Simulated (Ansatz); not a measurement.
# AlH8NO2Si2: the cost of one run

Method: RKS r2SCAN-D4/6-31G, in Ansatz 0.2.0.

## Step 1: Starting point

Bond lengths: N1–Al2 1.895 Å, Al2–O3 1.814 Å, O3–Si4 1.797 Å, Si4–O5 1.650 Å, O5–Si6 1.714 Å, N1–H7 1.032 Å, N1–H8 0.996 Å, Al2–H9 1.549 Å, Si4–H10 1.448 Å, Si4–H11 1.525 Å, Si6–H12 1.485 Å, Si6–H13 1.518 Å, Si6–H14 1.458 Å. Angles (14 of 20 angles, heavy atoms first): N1–Al2–O3 119.6°, Al2–O3–Si4 107.2°, O3–Si4–O5 111.1°, Si4–O5–Si6 106.7°, N1–Al2–H9 120.5°, O3–Al2–H9 119.8°, Al2–N1–H7 106.6°, Al2–N1–H8 108.1°, O3–Si4–H10 109.1°, O3–Si4–H11 105.1°, O5–Si4–H10 113.8°, O5–Si4–H11 110.3°, O5–Si6–H12 109.0°, O5–Si6–H13 110.0°.

Coordinates:

```xyz
14

N    -3.2992   -0.8103    0.8517
Al   -2.0434   -0.2952   -0.4703
O    -0.6753    0.8101   -0.0262
Si    0.6722   -0.2234    0.5612
O     1.9898    0.6867    0.9605
Si    2.6557    1.2629   -0.5097
H    -3.9724   -1.4407    0.3888
H    -2.8057   -1.2675    1.5868
H    -2.1344   -0.8671   -1.9067
H     0.9458   -1.2491   -0.4232
H     0.1216   -0.9294    1.7963
H     3.8644    2.0715   -0.2080
H     1.6315    2.1059   -1.2471
H     3.0364    0.1164   -1.3253
```

## Step 2: End point A

File input.yaml:

```yaml
crystal:
  periodic: [false, false, false]
  atoms:
    - { symbol: "N", position_ang: [-3.2992, -0.8103, 0.8517] }
    - { symbol: Al, position_ang: [-2.0434, -0.2952, -0.4703] }
    - { symbol: O, position_ang: [-0.6753, 0.8101, -0.0262] }
    - { symbol: Si, position_ang: [0.6722, -0.2234, 0.5612] }
    - { symbol: O, position_ang: [1.9898, 0.6867, 0.9605] }
    - { symbol: Si, position_ang: [2.6557, 1.2629, -0.5097] }
    - { symbol: H, position_ang: [-3.9724, -1.4407, 0.3888] }
    - { symbol: H, position_ang: [-2.8057, -1.2675, 1.5868] }
    - { symbol: H, position_ang: [-2.1344, -0.8671, -1.9067] }
    - { symbol: H, position_ang: [0.9458, -1.2491, -0.4232] }
    - { symbol: H, position_ang: [0.1216, -0.9294, 1.7963] }
    - { symbol: H, position_ang: [3.8644, 2.0715, -0.208] }
    - { symbol: H, position_ang: [1.6315, 2.1059, -1.2471] }
    - { symbol: H, position_ang: [3.0364, 0.1164, -1.3253] }
basis:
  gaussian: { orbitals: "6-31G" }
hamiltonian:
  xc: r2scan
  dispersion: d4
relax:
  f_tol: 0.015
  max_steps: 40
```

Run with:

```console
ansatz run input.yaml --threads 2 --pin off --max-ram 3072MiB --backend cpu --events-out ev --progress --plain --runs-dir out
```

**Question.** How long does this run take on 2 threads of Arm Neoverse V2, shared host, and how much memory does it need?

About 2.1 min, with a peak of 0.19 GiB.
